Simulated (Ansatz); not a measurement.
Consider a check of PAW against all-electron LAPW of N, space group Fm-3m (the Python package of Ansatz (0.2.0)).

Input file `n.cif`:
```cif
data_N
_cell_length_a 2.197417
_cell_length_b 2.197417
_cell_length_c 2.197417
_cell_angle_alpha 60.00000
_cell_angle_beta 60.00000
_cell_angle_gamma 60.00000
_symmetry_space_group_name_H-M 'P 1'
_symmetry_Int_Tables_number 1
loop_
_symmetry_equiv_pos_as_xyz
'x, y, z'
loop_
_atom_site_label
_atom_site_type_symbol
_atom_site_fract_x
_atom_site_fract_y
_atom_site_fract_z
N1 N    0.000000    0.000000    0.000000
```

Script `n_paw_lapw.py`:
```python
"""Checking the PAW result for N with LAPW."""

import ansatz
from ase.io import read
import numpy as np
import pandas as pd


def count_gap(report):
    # lowest empty less highest filled band, counting bands; zero where they overlap
    return max(report.get("gap_by_band_count_ev") or 0.0, 0.0)


def main() -> None:
    atoms = read("n.cif")
    system = ansatz.Crystal.from_ase(atoms)

    model = system.calculation()
    model = model.functional("LDA").kpoints(length=22)
    model = model.occupations("gaussian", width=50 * ansatz.meV)
    model = model.scf(tolerance=1e-08).stress()
    model = model.forces().band_table()
    variants = {
        "PAW": model.pseudopotentials("paw"),
        "LAPW": model.pseudopotentials("all_electron", lapw=True),
    }
    # totals differ by the cores that each treatment holds, so compare what does not depend on them
    rows = []
    for label, variant in variants.items():
        rep = variant.run(threads=1, pin="off").report
        levels = np.array(rep["eigenvalues_ev"][0]) - rep["fermi_energy_ev"]
        print(label, "levels at the first k-point near E_F:", np.round(levels[np.abs(levels) < 5], 3))
        rows.append((label, rep["n_electrons"], np.trace(rep["stress_gpa"]) / 3, count_gap(rep)))
    print(pd.DataFrame(rows, columns=["treatment", "electrons in bands", "P GPa", "gap by band count eV"]).round(4).to_string(index=False))


if __name__ == "__main__":
    main()
```

How well do the two treatments of the cores agree on the pressure?

PAW gives -11.592 GPa and LAPW -11.590 GPa, 0.002 GPa apart. They took 0.4 and 1.7 s of processor time.

The run itself:

```console
$ python n_paw_lapw.py
DeckWarning: basis.ecutwfc = 420 eV, auto-derived from the records' recommended cutoffs: set by N (normal level)
DeckWarning: output.stress: scf.convergence.dr2_threshold = 1e-8 eV is looser than the 1e-10 eV advised for a printed stress (1e-10 eV for each atom of the cell: 1). What an SCF threshold leaves in a stress goes as its square root, and in the free energy as [...]
PAW levels at the first k-point near E_F: [4.088 4.088 4.088]
LAPW levels at the first k-point near E_F: [4.084 4.084 4.084]
treatment  electrons in bands    P GPa  gap by band count eV
      PAW                 5.0 -11.5921                   0.0
     LAPW                 7.0 -11.5901                   0.0
```
(Warnings from the package without file and line, shortened.)

Caveats:
- These settings explore the input space; cutoff and mesh may be short of convergence.
- The mesh is modest for a metal, so energies can be off by several to tens of meV an atom and pressures by half a GPa or more; differences at equal mesh fare better.
- A gap by band count of zero or less means overlapping bands, a metal, and at an odd count of electrons it is no gap at all.
- No spin polarisation was allowed.
- At these settings the cell as given stands under about -12 GPa, so it isn't at this functional's equilibrium volume.
- This isn't the structure that N takes at ambient conditions.
- Gaps and levels are Kohn-Sham values on a finite set of k-points.
- Pressure is positive in compression; the treatments may keep other shells as core, so totals and counts of electrons can differ.
- It ran for 3 s on 1 thread of Arm Neoverse V2, on a shared host, peak memory 0.42 GiB.
